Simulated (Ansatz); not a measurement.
# AuBr: a ladder of functionals and wavefunction methods

An exercise on one series of results from a longer session: the logs are not shown, and one member is left open.

Method: functionals in def2-TZVPP, the program's frozen cores in correlated methods; program: Ansatz 0.2.0, Gaussian basis.

Plan: LDA (SPW92), PBE-D4, revPBE-D4, BLYP-D4, r2SCAN-D4, B97M-V, PBE0-D4, B3LYP-D4, r2SCANh-D4, r2SCAN0-D4, HSE06-D4, BHLYP-D4, CAM-B3LYP-D4, LC-ωPBE, ωB97X-V, ωB97M-V, B2PLYP, PBE-QIDH; CCSD(T)/def2-SVP; CCSD(T)/def2-TZVPP; CCSD(T)/def2-QZVPP; extrapolation to the limit; RPA on PBE.

### Structure used throughout

An earlier PBE0-D4 in a triple-zeta def2 set relaxation fixed the geometry. Au takes the def2 core potential; no spin-orbit term is included.

SMILES `[Br][Au]`, 2 atoms, charge 0, spin multiplicity 1.

Atoms are counted from 1 here; the program's logs count them from 0.

Bond lengths: Br1–Au2 2.350 Å.

The first run:

in.yaml reads:

```yaml
crystal:
  periodic: [false, false, false]
  atoms:
    - {symbol: Br, position_ang: [1.015055, -0.384913, 0.506299]}
    - {symbol: Au, position_ang: [-0.985655, 0.324713, -0.502199]}
basis:
  gaussian: {orbitals: def2-TZVPP}
hamiltonian: {xc: lda}
output: {orbitals: {seedname: orbitals}}
```

Run with:

```bash
$ ansatz run in.yaml --threads 2 --pin off --events-out ev --progress --plain --max-ram 32768MiB --backend cpu
```

Among the steps run: LDA; PBE-D4 (GGA); revPBE-D4 (GGA); BLYP-D4 (GGA); r2SCAN-D4 (meta-GGA); B97M-V (meta-GGA); B3LYP-D4 (hybrid); r2SCANh-D4 (hybrid); r2SCAN0-D4 (hybrid); HSE06-D4 (hybrid); BHLYP-D4 (hybrid); CAM-B3LYP-D4 (range-separated); LC-ωPBE (range-separated); ωB97X-V (range-separated); ωB97M-V (range-separated); B2PLYP (double hybrid); PBE-QIDH (double hybrid).

One table of the session follows, with a row left open; its other results are not shown here.

It belongs to the step «Orbital energies across the functionals». 

| functional | HOMO (eV) | LUMO (eV) | gap (eV) |
| --- | --- | --- | --- |
| LDA (SPW92) | ? | ? | ? |
| PBE-D4 | -6.53 | -4.65 | 1.87 |
| revPBE-D4 | -6.45 | -4.54 | 1.91 |
| BLYP-D4 | -6.40 | -4.63 | 1.77 |
| r2SCAN-D4 | -6.76 | -4.47 | 2.29 |
| B97M-V | -6.76 | -4.44 | 2.32 |
| PBE0-D4 | -7.68 | -3.75 | 3.93 |
| B3LYP-D4 | -7.48 | -4.08 | 3.40 |
| r2SCANh-D4 | -7.19 | -4.14 | 3.06 |
| r2SCAN0-D4 | -7.85 | -3.65 | 4.20 |
| HSE06-D4 | -7.28 | -4.12 | 3.16 |
| BHLYP-D4 | -8.69 | -2.93 | 5.76 |
| CAM-B3LYP-D4 | -8.96 | -2.87 | 6.09 |
| LC-ωPBE | -10.17 | -1.57 | 8.60 |
| ωB97X-V | -9.89 | -1.74 | 8.15 |
| ωB97M-V | -9.79 | -1.90 | 7.89 |

Q: Estimate the row for LDA (SPW92) from the others.

**Answer.** HOMO (eV): -6.75; LUMO (eV): -4.97; gap (eV): 1.78. In the column «HOMO (eV)» it lies between B97M-V (-6.76) and PBE-D4 (-6.53).
